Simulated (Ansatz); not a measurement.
# HF/3-21G run of InNH4 (SMILES [NH2][InH2])

Aim: the electronic atomisation energy of InNH4 at HF/3-21G, from 4 runs. 

The results are computed with Ansatz 0.2.0.

47 further runs of the same task are left out: 47 set aside as unsound or not needed.

### Step 1. The molecule

InNH4: 6 atoms, total charge 0, spin state singlet. As SMILES, `[NH2][InH2]`. The shape is that of a PBE0-D4/def2-TZVP optimisation.

Bond lengths: N1–In2 2.007 Å, N1–H3 1.006 Å, N1–H4 1.006 Å, In2–H5 1.712 Å, In2–H6 1.712 Å. Angles: N1–In2–H5 115.0°, N1–In2–H6 115.0°, In2–N1–H3 124.3°, In2–N1–H4 124.3°, H5–In2–H6 130.0°, H3–N1–H4 111.3°.

### Step 2. The energy at HF/3-21G

Input file run.yaml:

```yaml
crystal:
  periodic: [false, false, false]
  atoms:
    - symbol: "N"
      position_ang: [-0.092200, -1.060500, 0.036600]
    - symbol: In
      position_ang: [0.095300, 0.935900, -0.048300]
    - symbol: H
      position_ang: [-0.598000, -1.552900, 0.753400]
    - symbol: H
      position_ang: [0.311900, -1.697300, -0.629300]
    - symbol: H
      position_ang: [1.012500, 1.520500, -1.370700]
    - symbol: H
      position_ang: [-0.687400, 1.790300, 1.212100]
basis:
  gaussian: {orbitals: 3-21G-spherical.json}
hamiltonian: {xc: hf}
accuracy: high
output: {orbitals: {seedname: orbitals}}
```

The basis set 3-21G is read from a file made from the Basis Set Exchange's data (not shown).

Started as:

```sh
$ ansatz run run.yaml --threads 1 --pin off --max-ram 3480MiB --events-out events.jsonl --progress --plain --runs-dir runs
```

Output:

```text
Warning: RAYON_NUM_THREADS=1 ignored (pool sized by the plan → 1); use --threads N
Functional definition: HF
  name "HF"
  exchange = exact_x
  correlation = 0
998 factors; integrals over basis functions are off by at most 3.2e-8 eV
mean field evaluation 1: about -157039.5407 eV, gradient 3.1e1 eV
mean field evaluation 2: about -157039.6726 eV, gradient 3.1e1 eV
mean field evaluation 4: about -157041.7640 eV, gradient 1.6e0 eV
mean field evaluation 8: about -157041.7829 eV, gradient 2.6e-4 eV
mean field -157041.78287932 eV, -5771.1790740714 hartree, gradient 2.7e-8 eV, S^2 0.000000; 0 other end points of the search recorded, 0 dependent functions left out
reference -157041.78287932 eV, -5771.1790740714 hartree; 30, 30 occupied and 18, 18 virtual orbitals, 998 factors
Total energy: -157041.78287932 eV, -5771.1790740714 hartree
```

Run time: 1.5 s. Hardware: 1 thread of Arm Neoverse N1, shared host; peak memory 0.11 GiB.

### Step 3. The H atom at the same level

Input file input.yaml:

```yaml
crystal:
  periodic: [false, false, false]
  atoms:
    - {symbol: H, position_ang: [0.000000, 0.000000, 0.000000]}
basis:
  gaussian:
    orbitals: 3-21G.json
magnetization:
  spin_polarized: true
  initial_magnetization: 1
hamiltonian:
  xc: hf
accuracy: high
```

The basis set 3-21G is read from a file made from the Basis Set Exchange's data (not shown).

Run the same way, it converges to -0.49620 Eh (log not shown).

### Step 4. The In atom at the same level

Input file in.yaml:

```yaml
crystal:
  periodic: [false, false, false]
  atoms:
    - {symbol: In, position_ang: [0.000000, 0.000000, 0.000000]}
basis:
  gaussian:
    orbitals: 3-21G-spherical.json
magnetization:
  spin_polarized: true
  initial_magnetization: 1
hamiltonian:
  xc: hf
accuracy: high
```

The basis set 3-21G is read from a file made from the Basis Set Exchange's data (not shown).

Run the same way, it converges to -5714.72276 Eh (log not shown).

### Step 5. The N atom, same level

Input file run.yaml:

```yaml
crystal:
  periodic: [false, false, false]
  atoms:
    - {symbol: N, position_ang: [0.000000, 0.000000, 0.000000]}
basis:
  gaussian:
    orbitals: 3-21G.json
magnetization:
  spin_polarized: true
  initial_magnetization: 3
hamiltonian:
  xc: hf
accuracy: high
```

The basis set 3-21G is read from a file made from the Basis Set Exchange's data (not shown).

Run the same way, it converges to -54.10539 Eh (log not shown).

### Step 6. Summary of results

At HF/3-21G:

| quantity | value |
| --- | --- |
| molecule: total energy | -5771.17907 Eh |
| molecule: HOMO energy | -9.75 eV |
| molecule: LUMO energy | 1.69 eV |
| molecule: HOMO–LUMO gap | 11.43 eV |
| H atom: total energy | -0.49620 Eh |
| H atom: ⟨S²⟩ | 0.750 |
| In atom: total energy | -5714.72276 Eh |
| In atom: ⟨S²⟩ | 0.750 |
| N atom: total energy | -54.10539 Eh |
| N atom: ⟨S²⟩ | 3.752 |
| electronic atomisation energy | 9.963 eV |

Taking the molecule apart into free atoms costs 9.96 eV (961 kJ/mol), before zero-point energy and without spin-orbit coupling. Hartree–Fock lacks the correlation of the bonding pairs, which as a rule makes this value much too low; in minimal bases other errors can mask that. The basis has no polarisation functions, which makes bonds too weak. Relativity is left out (molecule) although the molecule holds a heavy atom. Relativity is left out (In atom) although the molecule holds a heavy atom.
